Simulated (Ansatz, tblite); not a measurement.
**Si(vinyl)3(NEt2) (C₁₀H₁₉NSi): one state, many levels**

The task here is to estimate one member of a computed series from the others.

Program: Ansatz 0.2.0, Gaussian basis. Level of theory: as each input shows. These are calculated values, not measurements.

The runs, in order: GFN1-xTB, GFN2-xTB, PBE-D4/def2-TZVP, r2SCAN-D4/def2-TZVP, revPBE-D4/def2-TZVP, LC-ωPBE/def2-TZVP, HF/def2-TZVP, PBE-D4/def2-SVP, PBE0-D4/def2-SVP, HF/6-31G, B3LYP-D4/6-31G, CCSD(T)/def2-SVP, MP2/def2-TZVP, RPA/def2-TZVP.

### The relaxed structure

The geometry is that of the singlet, from an earlier relaxation (r2SCAN-D4/def2-SVP).

31 atoms, charge 0, spin multiplicity 1.

Bond lengths: Si1–C2 1.874 Å, Si1–C7 1.876 Å, Si1–C12 1.880 Å, Si1–N17 1.743 Å, C2–C3 1.343 Å, C2–H4 1.101 Å, C3–H5 1.097 Å, C3–H6 1.097 Å, C7–C8 1.343 Å, C7–H9 1.102 Å, C8–H10 1.098 Å, C8–H11 1.098 Å, C12–C13 1.343 Å, C12–H14 1.101 Å, C13–H15 1.098 Å, C13–H16 1.097 Å, N17–C18 1.459 Å, N17–C20 1.455 Å and more. Angles: C2–Si1–C7 109.8°, C2–Si1–C12 109.0°, C2–Si1–N17 108.6°, C7–Si1–C12 108.4°, C7–Si1–N17 110.6°, C12–Si1–N17 110.5°, Si1–C2–C3 124.0°, Si1–C2–H4 118.5°, C3–C2–H4 117.4°, C2–C3–H5 121.7°, C2–C3–H6 122.3°, H5–C3–H6 116.0°, Si1–C7–C8 124.4°, Si1–C7–H9 118.0°, C8–C7–H9 117.5°, C7–C8–H10 121.6°, C7–C8–H11 122.5°, H10–C8–H11 115.9° and more.

PBE0-D4/def2-TZVP was run before; its log isn't repeated, and its numbers join the tables.

Set-up of the first run:

Tight binding, by tblite at 300 K electronic temperature and without a spin-polarisation term:

```python
tblite.interface.Calculator('GFN1-xTB', numbers, positions, charge=0, uhf=0).singlepoint()
```

Tight binding, by tblite at 300 K electronic temperature and without a spin-polarisation term:

```python
tblite.interface.Calculator('GFN2-xTB', numbers, positions, charge=0, uhf=0).singlepoint()
```

start.molden holds the orbitals of an earlier run on this state, given as this run's starting guess.

File in.yaml:

```yaml
crystal:
  periodic: [false, false, false]
  atoms:
    - {symbol: Si, position_ang: [0.514506, 0.643702, 0.479282]}
    - {symbol: C, position_ang: [0.960640, 0.166030, 2.235556]}
    - {symbol: C, position_ang: [2.203694, 0.233812, 2.738962]}
    - {symbol: H, position_ang: [0.152382, -0.137039, 2.918927]}
    - {symbol: H, position_ang: [3.059085, 0.540835, 2.123878]}
    - {symbol: H, position_ang: [2.427360, -0.014160, 3.784256]}
    - {symbol: C, position_ang: [2.075437, 1.013902, -0.493565]}
    - {symbol: C, position_ang: [2.256511, 2.107863, -1.252047]}
    - {symbol: H, position_ang: [2.878054, 0.259428, -0.489197]}
    - {symbol: H, position_ang: [1.492919, 2.893725, -1.318644]}
    - {symbol: H, position_ang: [3.164310, 2.268729, -1.847665]}
    - {symbol: C, position_ang: [-0.543740, 2.197463, 0.518992]}
    - {symbol: C, position_ang: [-1.862102, 2.191169, 0.263629]}
    - {symbol: H, position_ang: [-0.080133, 3.154671, 0.803332]}
    - {symbol: H, position_ang: [-2.378298, 1.264460, -0.020511]}
    - {symbol: H, position_ang: [-2.480259, 3.096008, 0.322751]}
    - {symbol: N, position_ang: [-0.364241, -0.674487, -0.248389]}
    - {symbol: C, position_ang: [-0.722748, -0.605694, -1.660828]}
    - {symbol: C, position_ang: [0.175478, -1.445294, -2.567239]}
    - {symbol: C, position_ang: [-0.802905, -1.866388, 0.462521]}
    - {symbol: C, position_ang: [-2.238009, -1.779145, 0.981214]}
    - {symbol: H, position_ang: [-0.679169, 0.449458, -1.986301]}
    - {symbol: H, position_ang: [-1.780434, -0.910602, -1.795967]}
    - {symbol: H, position_ang: [1.217449, -1.093760, -2.506520]}
    - {symbol: H, position_ang: [0.158864, -2.508862, -2.279812]}
    - {symbol: H, position_ang: [-0.152092, -1.378875, -3.617754]}
    - {symbol: H, position_ang: [-0.702602, -2.747314, -0.200676]}
    - {symbol: H, position_ang: [-0.118433, -2.057708, 1.306997]}
    - {symbol: H, position_ang: [-2.339576, -0.959390, 1.711284]}
    - {symbol: H, position_ang: [-2.948485, -1.584776, 0.161077]}
    - {symbol: H, position_ang: [-2.543443, -2.717762, 1.472437]}
basis:
  gaussian: {orbitals: def2-TZVP, fitting: {mean_field: def2-universal-jkfit}, initial_orbitals: start.molden}
hamiltonian: {xc: pbe, dispersion: d4}
scf: {omitted_lower_state_checks: [starts]}
output: {forces: true, orbitals: {seedname: orbitals}}
```

On the command line:

```bash
> ansatz run in.yaml --threads 2 --pin off --events-out ev --progress --plain --max-ram 20480MiB --backend cuda --devices 0, --max-vram 18GiB
```

Steps of the session up to this table: PBE-D4/def2-TZVP; r2SCAN-D4/def2-TZVP; revPBE-D4/def2-TZVP; LC-ωPBE/def2-TZVP; HF/def2-TZVP; PBE-D4/def2-SVP; PBE0-D4/def2-SVP; HF/6-31G; B3LYP-D4/6-31G; CCSD(T)/def2-SVP; MP2/def2-TZVP; RPA/def2-TZVP.

One of the session's tables, all rows but one given; the rest of the session is left out.

It belongs to the step «Binding energy». 

| method | binding an atom (eV) |
| --- | --- |
| HF/6-31G | 2.974 |
| HF/def2-SVP | 3.201 |
| HF/def2-TZVP | 3.146 |
| PBE-D4/def2-SVP | 4.369 |
| PBE-D4/def2-TZVP | 4.335 |
| revPBE-D4/def2-TZVP | 4.244 |
| r2SCAN-D4/def2-TZVP | 4.246 |
| B3LYP-D4/6-31G | 4.148 |
| PBE0-D4/def2-SVP | 4.311 |
| PBE0-D4/def2-TZVP | 4.272 |
| LC-ωPBE/def2-TZVP | 4.225 |
| MP2/def2-SVP | 4.101 |
| MP2/def2-TZVP | ? |
| CCSD/def2-SVP | 4.023 |
| CCSD(T)/def2-SVP | 4.068 |

**Question.** Estimate the row for MP2/def2-TZVP.

The run gave: binding an atom (eV): 4.149. In the column «binding an atom (eV)» it lies between B3LYP-D4/6-31G (4.148) and LC-ωPBE/def2-TZVP (4.225).

Limits of these values: Free atoms were run apart at each level; binding is atoms less cluster, divided by the number of atoms, without zero-point or spin-orbit terms.
